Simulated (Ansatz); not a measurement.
# C₄H₉Al: one species, many methods

One table from this session's results is given with a row withheld; the runs are named, their logs left out.

Program: Ansatz 0.2.0, Gaussian basis. Level of theory: functionals in def2-TZVPP, the program's frozen cores in correlated methods. These are calculated values, not measurements.

Plan: PBE-D4, r2SCAN-D4, PBE0-D4, B3LYP-D4, ωB97X-V, ωB97M-V, B2PLYP; CCSD(T)/def2-TZVPP; MP2/def2-QZVPP; extrapolation to the limit.

### The relaxed structure

The geometry comes from an earlier relaxation with PBE0-D4 in a triple-zeta def2 set; it is a stationary point, not always the lowest conformer.

14 atoms, charge 0, spin multiplicity 1.

Atoms are counted from 1 here; the program's logs count them from 0.

Bond lengths: C1–C2 1.509 Å, C1–H6 1.098 Å, C1–H7 1.094 Å, C1–H8 1.095 Å, C2–C3 1.588 Å, C2–Al4 1.914 Å, C2–H9 1.094 Å, C3–Al4 1.906 Å, C3–H10 1.093 Å, C3–H11 1.089 Å, Al4–C5 1.945 Å, C5–H12 1.092 Å, C5–H13 1.095 Å, C5–H14 1.092 Å. Angles: C2–C1–H6 111.7°, C2–C1–H7 111.6°, C2–C1–H8 111.8°, H6–C1–H7 107.7°, H6–C1–H8 106.9°, H7–C1–H8 107.0°, C1–C2–C3 117.0°, C1–C2–Al4 131.5°, C1–C2–H9 111.1°, C3–C2–Al4 65.2°, C3–C2–H9 109.8°, Al4–C2–H9 112.6°, C2–C3–Al4 65.7°, C2–C3–H10 112.1°, C2–C3–H11 116.3°, Al4–C3–H10 116.4°, Al4–C3–H11 128.6°, H10–C3–H11 109.6° and more.

The first run:

in.yaml reads:

```yaml
crystal:
  periodic: [false, false, false]
  atoms:
    - {symbol: C, position_ang: [-1.328019, 0.821683, 1.526036]}
    - {symbol: C, position_ang: [-0.007771, 0.678212, 0.808492]}
    - {symbol: C, position_ang: [0.812356, -0.657351, 1.066111]}
    - {symbol: Al, position_ang: [0.478794, -0.283557, -0.773199]}
    - {symbol: C, position_ang: [0.597879, -0.635144, -2.682059]}
    - {symbol: H, position_ang: [-1.191876, 0.902983, 2.612511]}
    - {symbol: H, position_ang: [-1.873266, 1.709004, 1.191968]}
    - {symbol: H, position_ang: [-1.980837, -0.039414, 1.350738]}
    - {symbol: H, position_ang: [0.633593, 1.546678, 0.987417]}
    - {symbol: H, position_ang: [0.196540, -1.436480, 1.522627]}
    - {symbol: H, position_ang: [1.742474, -0.553404, 1.622568]}
    - {symbol: H, position_ang: [0.775897, -1.692313, -2.890354]}
    - {symbol: H, position_ang: [1.436136, -0.070923, -3.104159]}
    - {symbol: H, position_ang: [-0.304801, -0.319373, -3.209798]}
basis:
  gaussian: {orbitals: def2-TZVPP}
hamiltonian: {xc: pbe, dispersion: d4}
output: {forces: true, orbitals: {seedname: orbitals}}
```

The run is started by

```bash
$ ansatz run in.yaml --threads 4 --pin off --events-out ev --progress --plain --max-ram 10444MiB
```

Among the steps run: PBE-D4 (GGA); r2SCAN-D4 (meta-GGA); PBE0-D4 (hybrid); B3LYP-D4 (hybrid); ωB97X-V (range-separated); ωB97M-V (range-separated); B2PLYP (double hybrid); CCSD(T) in def2-TZVPP; MP2 in def2-QZVPP.

One table of the session follows, with a row left open; its other results are not shown here.

It belongs to the step «Atomisation energies». 

```
            method  atomisation energy (kJ/mol)
            PBE-D4                       5306.2
         r2SCAN-D4                            ?
           PBE0-D4                       5248.0
          B3LYP-D4                       5211.8
           ωB97X-V                       5222.8
           ωB97M-V                       5231.0
            B2PLYP                       5162.6
     HF/def2-TZVPP                       3903.1
    MP2/def2-TZVPP                       5152.8
   CCSD/def2-TZVPP                       5029.9
CCSD(T)/def2-TZVPP                       5096.6
           MP2/CBS                       5267.5
       CCSD(T)/CBS                       5211.3
```

**Question.** Estimate the row for r2SCAN-D4.

**Answer.** atomisation energy (kJ/mol): 5239.8. In the column «atomisation energy (kJ/mol)» it lies between ωB97M-V (5231.0) and PBE0-D4 (5248.0).

Limits of these values: Free atoms (4 C, 1 Al, 9 H) were run apart at each level; the atomisation energy is their sum less the molecule, without zero-point or spin-orbit terms.
